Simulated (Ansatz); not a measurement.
Set up this calculation in Ansatz 0.2.0, as the native input.

| Item | Value |
| --- | --- |
| Task | band structure |
| Functional | PBEsol |
| Potentials or basis | Ansatz PAW |
| Cutoff | 420 eV (not typed: the program's choice for these potentials) |
| k mesh | 5 × 7 × 4 |
| Occupations | fermi-dirac, width 0.05 eV |
| Spin | no spin polarisation |
| Path | [["G", "Y", "H", "C", "E", "M1", "A", "X", "H1"], ["M", "D", "Z"], ["Y", "D"]] |
| Points for each segment of the path | 10 |

HPbNO4:

```
H Pb N O
1.0
     6.43453    0.00000    0.00872
     0.00000    4.11089    0.00000
    -3.14884    0.00000    7.72026
H Pb N O
2 2 2 8
Direct
  0.29356 0.09662 0.51195
  0.70644 0.59662 0.48805
  0.98504 0.60505 0.29264
  0.01496 0.10504 0.70736
  0.59230 0.36587 0.79290
  0.40770 0.86587 0.20710
  0.12824 0.09198 0.45672
  0.41419 0.46190 0.80564
  0.78042 0.46544 0.89401
  0.58396 0.16262 0.67325
  0.87176 0.59198 0.54328
  0.58581 0.96190 0.19436
  0.21958 0.96544 0.10599
  0.41604 0.66262 0.32675
```

The cell was built by a generator and needn't be a form met in nature.

The input as run:

input.yaml

```yaml
crystal:
  lattice:
    - [6.43453, 0.0, 0.00872]
    - [0.0, 4.11089, 0.0]
    - [-3.14884, 0.0, 7.72026]
  atoms:
    - { symbol: H, position: [0.29356, 0.09662, 0.51195] }
    - { symbol: H, position: [0.70644, 0.59662, 0.48805] }
    - { symbol: Pb, position: [0.98504, 0.60505, 0.29264] }
    - { symbol: Pb, position: [0.01496, 0.10504, 0.70736] }
    - { symbol: "N", position: [0.5923, 0.36587, 0.7929] }
    - { symbol: "N", position: [0.4077, 0.86587, 0.2071] }
    - { symbol: O, position: [0.12824, 0.09198, 0.45672] }
    - { symbol: O, position: [0.41419, 0.4619, 0.80564] }
    - { symbol: O, position: [0.78042, 0.46544, 0.89401] }
    - { symbol: O, position: [0.58396, 0.16262, 0.67325] }
    - { symbol: O, position: [0.87176, 0.59198, 0.54328] }
    - { symbol: O, position: [0.58581, 0.9619, 0.19436] }
    - { symbol: O, position: [0.21958, 0.96544, 0.10599] }
    - { symbol: O, position: [0.41604, 0.66262, 0.32675] }
hamiltonian:
  xc: pbesol
  pseudopotentials: { kind: paw }
kpoints:
  mp_grid: { grid: [5, 7, 4] }
  band_path:
    path:
      - [[0.0, 0.0, 0.0], [0.0, 0.0, 0.5], [-0.4133157455, 0.0, 0.7015902471], [-0.5, 0.0, 0.5], [-0.5, 0.5, 0.5], [-0.5866842545, 0.5, 0.2984097529], [-0.5, 0.5, 0.0], [-0.5, 0.0, 0.0], [-0.5866842545, 0.0, 0.2984097529]]
      - [[-0.4133157455, 0.5, 0.7015902471], [0.0, 0.5, 0.5], [0.0, 0.5, 0.0]]
      - [[0.0, 0.0, 0.5], [0.0, 0.5, 0.5]]
    npoints: 10
scf:
  occupations: { method: fermi_dirac, width: 0.05 }
  n_extra_bands: 35
output:
  forces: true
  stress: true
  eigenvalues: true
  fatbands: false
```

Potentials or basis: Ansatz PAW.

Run with:

```sh
$ ansatz run input.yaml --threads 8 --pin off --max-ram 20480MiB --backend cpu --events-out ev --progress --plain --runs-dir out
```

It gave:

The pressure is -2.8 GPa, the largest force is 0.448 eV/Å and the band gap on the k mesh is 3.29 eV, indirect (least direct gap 3.37 eV). The band gap along the path is 3.30 eV, indirect (least direct gap 3.37 eV).

Caveat: the pressure holds a Pulay correction of +0.6 GPa for the finite cutoff; spin-orbit coupling is left out, which as a rule narrows the gap of such compounds by several tenths of an eV; the PAW data sets come from PBE, with cores solved anew for the run's functional, which leaves a small shift of forces and pressure.

It took 25 s on 8 threads of Arm Neoverse V2, on a shared host, peak memory 1.6 GiB.
